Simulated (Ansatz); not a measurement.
# Gd2SeO2: one geometry, two states

Aim: solve Gd2SeO2 (a crystal from a database, its volume scaled a little) from each of its saved states, at one geometry and mesh, and see which is lowest and how they differ.

All numbers below are computed with Ansatz 0.2.0 (DFT, HSE06, plane waves, PAW).

## 1. The cell

Symmetry: P-3m1, No. 164, trigonal system. The conventional cell has a = 3.867 Å, b = 3.867 Å, c = 6.844 Å, α = 90.00°, β = 90.00°, γ = 120.00°. Se (site symmetry -3m) is surrounded by 6 Gd at 2.99 Å. Around O (site symmetry 3m) lie 4 Gd at 2.26 to 2.32 Å. Gd (site symmetry 3m) is surrounded by 4 O at 2.26 to 2.32 Å and 3 Se at 2.99 Å.

Structure file:

```cif
data_structure
_symmetry_space_group_name_H-M 'P 1'
_symmetry_Int_Tables_number 1
_cell_length_a 3.8673
_cell_length_b 3.8673
_cell_length_c 6.8440
_cell_angle_alpha 90.000
_cell_angle_beta 90.000
_cell_angle_gamma 120.000
_cell_volume 88.65
loop_
_atom_site_label
_atom_site_type_symbol
_atom_site_fract_x
_atom_site_fract_y
_atom_site_fract_z
_atom_site_occupancy
Se1 Se 0.00000 0.00000 0.00000 1
O1 O 0.33330 0.66670 0.62000 1
O2 O 0.66670 0.33330 0.38000 1
Gd1 Gd 0.33330 0.66670 0.29000 1
Gd2 Gd 0.66670 0.33330 0.71000 1
```

The states: A, Gd4 up, Gd5 up (collinear spin); B, Gd4 up, Gd5 down (collinear spin).

## 2. State A: the run

Contents of input.yaml:

```yaml
crystal:
  lattice:
    - [3.867347, 0.0, 0.0]
    - [-1.933673, 3.349224, 0.0]
    - [0.0, 0.0, 6.843996]
  atoms:
    - { symbol: Se, position: [0.0, 0.0, 0.0] }
    - { symbol: O, position: [0.3333, 0.6667, 0.62] }
    - { symbol: O, position: [0.6667, 0.3333, 0.38] }
    - { symbol: Gd, position: [0.3333, 0.6667, 0.29], spin: 6.86 }
    - { symbol: Gd, position: [0.6667, 0.3333, 0.71], spin: 6.86 }
kpoints:
  mp_grid: { grid: [3, 3, 2], shift: [0, 0, 0] }
magnetization:
  spin_polarized: true
scf:
  occupations: { method: methfessel_paxton, width: 0.215 }
hamiltonian:
  pseudopotentials: { kind: paw }
  xc: hse06
basis:
  ecutwfc: 420
  fft_grid_basis: typed
output:
  forces: true
  stress: true
  eigenvalues: true
  bader: true
  populations: true
  elf: true
  write_potential: true
  volumetric_format: npy
  dos:
    e_range: [-12, 8]
    de: 0.05
    projected: { site_lists: { Gd: [Gd], O: [O], Se: [Se] } }
    method: { smearing: { sigma: 0.1, scheme: gaussian } }
```

## 4. State B: the run

input.yaml, as its differences from that of step 2:

```diff
@@ -10,3 +10,3 @@
     - { symbol: Gd, position: [0.3333, 0.6667, 0.29], spin: 6.86 }
-    - { symbol: Gd, position: [0.6667, 0.3333, 0.71], spin: 6.86 }
+    - { symbol: Gd, position: [0.6667, 0.3333, 0.71], spin: -6.86 }
 kpoints:
```

(Steps that only read results are left out.)

Q: Predict the outcome of this session. Wanted: for each run, free energy; largest site moment; size of the net moment; gap; pressure; largest force.

**Answer**, as computed:

```csv
state,free energy (meV/atom),largest site moment (μB),size of the net moment (μB/cell),gap (eV),pressure (GPa),largest force (eV/Å),SCF cycles
A,1.4,6.86,14.00,2.97,2.5,0.47,29
B,0.0,6.86,0.00,3.28,2.5,0.47,30
```

**Reading.** State B wins by 1.4 meV per atom over A. Every run converged, so convergence alone does not show that a state is the lowest.

Limits of this run: hybrid functional on a coarse k mesh, so gap or metal on the mesh may not be true; the exchange threshold is loose for a stress; the SCF threshold is loose for a stress.
